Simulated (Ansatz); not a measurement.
# C3H9AlO: how energies converge with the basis set

How large a basis does C3H9AlO need? Two functionals are run in growing sets.

The runs use Ansatz 0.2.0, Gaussian basis; one geometry, several basis sets.

The runs, in order: PBE0-D4/def2-SVP; ωB97M-V/def2-SVP; PBE0-D4/def2-QZVPP; ωB97M-V/def2-QZVPP; the functionals' def2-TZVPP values are taken from earlier runs.

### 1 The geometry

The geometry comes from an earlier relaxation with PBE0-D4 in a triple-zeta def2 set; it is a stationary point, not always the lowest conformer.

SMILES `CO[CH2][AlH][CH3]`, 14 atoms, charge 0, spin multiplicity 1.

Atoms are counted from 1 here; the program's logs count them from 0.

Bond lengths: C1–O2 1.393 Å, C1–H6 1.091 Å, C1–H7 1.104 Å, C1–H8 1.100 Å, O2–C3 1.421 Å, C3–Al4 1.988 Å, C3–H9 1.099 Å, C3–H10 1.103 Å, Al4–C5 1.951 Å, Al4–H11 1.595 Å, C5–H12 1.094 Å, C5–H13 1.093 Å, C5–H14 1.096 Å. Angles: O2–C1–H6 108.1°, O2–C1–H7 111.8°, O2–C1–H8 111.7°, H6–C1–H7 108.5°, H6–C1–H8 108.9°, H7–C1–H8 107.8°, C1–O2–C3 111.8°, O2–C3–Al4 114.3°, O2–C3–H9 106.1°, O2–C3–H10 110.4°, Al4–C3–H9 107.6°, Al4–C3–H10 113.0°, H9–C3–H10 104.7°, C3–Al4–C5 121.3°, C3–Al4–H11 117.7°, C5–Al4–H11 120.9°, Al4–C5–H12 111.5°, Al4–C5–H13 112.2° and more.

Coordinates:

```xyz
14

C    -1.84323    0.22812   -0.53193
O    -0.94982   -0.57176   -1.24117
C    -0.22143   -1.43954   -0.38280
Al    1.18059   -0.53474    0.69819
C     1.61549    1.34766    0.42547
H    -2.34101    0.89033   -1.24158
H    -1.32903    0.84800    0.22278
H    -2.60347   -0.37383   -0.01186
H     0.28121   -2.16496   -1.03725
H    -0.91290   -2.04477    0.22785
H     1.99214   -1.41971    1.74863
H     2.69636    1.50349    0.35334
H     1.14861    1.75218   -0.47587
H     1.27349    1.95044    1.27481
```

### 2 PBE0-D4 in def2-SVP

The input, in.yaml:

```yaml
crystal:
  periodic: [false, false, false]
  atoms:
    - {symbol: C, position_ang: [-1.843234, 0.228115, -0.531931]}
    - {symbol: O, position_ang: [-0.949820, -0.571764, -1.241171]}
    - {symbol: C, position_ang: [-0.221434, -1.439541, -0.382796]}
    - {symbol: Al, position_ang: [1.180594, -0.534742, 0.698188]}
    - {symbol: C, position_ang: [1.615490, 1.347663, 0.425466]}
    - {symbol: H, position_ang: [-2.341005, 0.890325, -1.241575]}
    - {symbol: H, position_ang: [-1.329033, 0.847998, 0.222783]}
    - {symbol: H, position_ang: [-2.603475, -0.373829, -0.011862]}
    - {symbol: H, position_ang: [0.281210, -2.164957, -1.037246]}
    - {symbol: H, position_ang: [-0.912898, -2.044767, 0.227846]}
    - {symbol: H, position_ang: [1.992143, -1.419710, 1.748632]}
    - {symbol: H, position_ang: [2.696357, 1.503489, 0.353335]}
    - {symbol: H, position_ang: [1.148615, 1.752176, -0.475875]}
    - {symbol: H, position_ang: [1.273492, 1.950443, 1.274808]}
basis:
  gaussian: {orbitals: def2-SVP}
hamiltonian: {xc: pbe0, dispersion: d4}
output: {orbitals: {seedname: orbitals}}
```

After this run come: ωB97M-V in def2-SVP; PBE0-D4 in def2-QZVPP; ωB97M-V in def2-QZVPP.

Before running them: what should the planned runs give, taken together? Wanted: PBE0-D4: double and triple zeta above quadruple; ωB97M-V: double and triple zeta above quadruple.

**Answer**, as computed:

| quantity | value |
| --- | --- |
| PBE0-D4: double and triple zeta above quadruple | 8.88, 0.52 eV |
| ωB97M-V: double and triple zeta above quadruple | 9.16, 0.50 eV |

In words: PBE0-D4 gains 8.37 eV from double to triple zeta, then 0.52 eV more. These are total energies; as a rule much of such shifts cancels in differences, which this series doesn't test.
